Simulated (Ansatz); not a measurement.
# SiO₂F− (SMILES O=[Si]([O-])F): functionals against CCSD(T) at one geometry

An exercise on one series of results from a longer session: the logs are not shown, and one member is left open.

The runs use Ansatz 0.2.0, Gaussian basis; single points in def2-TZVPPD.

Correlated methods freeze the cores.

## Where the work starts

SMILES `O=[Si]([O-])F`, 4 atoms, charge -1, spin multiplicity 1.

Atoms are counted from 1 here; the program's logs count them from 0.

Bond lengths: O1–Si2 1.541 Å, Si2–O3 1.535 Å, Si2–F4 1.601 Å. Angles: O1–Si2–O3 136.9°, O1–Si2–F4 110.7°, O3–Si2–F4 112.0°.

Coordinates:

```xyz
4
charge -1, multiplicity 1
O     0.8470    0.7130    1.1333
Si    0.0830   -0.0781    0.0535
O    -0.2002   -1.5522   -0.2667
F    -0.7395    0.9119   -0.8993
```

Set-up of the first run:

Input file run/in.yaml:

```yaml
crystal:
  periodic: [false, false, false]
  atoms:
    - {symbol: O, position_ang: [0.847014, 0.712957, 1.133321]}
    - {symbol: Si, position_ang: [0.083036, -0.078127, 0.053541]}
    - {symbol: O, position_ang: [-0.200184, -1.552212, -0.266658]}
    - {symbol: F, position_ang: [-0.739547, 0.911900, -0.899312]}
basis:
  gaussian: {orbitals: "def2-TZVPPD.json"}
total_charge: -1
hamiltonian: {xc: pbe, dispersion: d4}
output: {forces: true}
```

The basis file named in the input lies beside it (Basis Set Exchange, JSON).

Run with:

```console
$ ansatz run in.yaml --threads 2 --pin off --events-out ev --progress --plain --max-ram 3481MiB
```

Steps of the session up to this table: PBE-D4/def2-TZVPPD; r2SCAN-D4/def2-TZVPPD; PBE0-D4/def2-TZVPPD; wB97M-V/def2-TZVPPD; CCSD(T)/def2-TZVPPD.

One table of the session follows, with a row left open; its other results are not shown here.

| method | RMS force component (eV/Å) | angle to CCSD(T) forces (°) |
| --- | --- | --- |
| PBE-D4 | ? | ? |
| r2SCAN-D4 | 0.392 | 13.5 |
| PBE0-D4 | 0.367 | 29.4 |
| wB97M-V | 0.404 | 26.2 |
| CCSD(T) | 0.415 | reference |

**Question.** Estimate the row for PBE-D4.

The run gave: RMS force component (eV/Å): 0.676; angle to CCSD(T) forces (°): 15.7. In the column «RMS force component (eV/Å)» it is the highest.
